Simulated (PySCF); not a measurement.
# C3H8BN: the cost of one run

Computed with PySCF 2.14.0, with density-fitted response routines of our own, on a single molecule in the gas phase. Atoms are numbered from 0 throughout.

**1. Starting geometry**

13 atoms, charge 0, multiplicity 1; geometry from: GFN2-xTB. The atoms were then displaced at random by about 0.01 Å, so the start is not that level's minimum.

Bonds of the start (Å): N0–B1 1.41, B1–C2 1.58, C2–C3 1.47, C3–C4 1.48, C4–C2 1.50, N0–H5 0.99, N0–H6 1.00, B1–H7 1.17, C2–H8 1.06, C3–H9 1.10, C3–H10 1.10, C4–H11 1.06, C4–H12 1.09.

**2. Geometry optimisation at PBE0-D3(BJ)/def2-SVP**

Job settings and geometry (Å):

```
{"job": {"xc": "PBE0", "basis": "def2-SVP", "d3": "d3bj", "grid": 1, "shake": 0.01, "kind": "geom"}, "charge": 0, "multiplicity": 1}
N      2.338710    -0.128380     0.144510
B      1.017140     0.117340     0.569250
C     -0.189210    -0.127150    -0.416490
C     -1.457430    -0.649510     0.102640
C     -1.400240     0.749890    -0.371510
H      3.131090     0.037010     0.709190
H      2.552720    -0.424060    -0.787270
H      0.865750     0.500570     1.665160
H      0.081340    -0.466400    -1.387250
H     -1.583570    -0.835680     1.176430
H     -2.035900    -1.367240    -0.494560
H     -1.861320     1.024620    -1.289770
H     -1.453240     1.552100     0.369340
```

Launch:

```console
OMP_NUM_THREADS=1 python probes_run.py task.json out
```

The driver reads the jobs from task.json and runs them one after another.

Q: Estimate the wall time and peak memory of this first job on 1 thread of Arm Neoverse N1, shared host.

About 63 s, with a peak of 0.45 GiB.
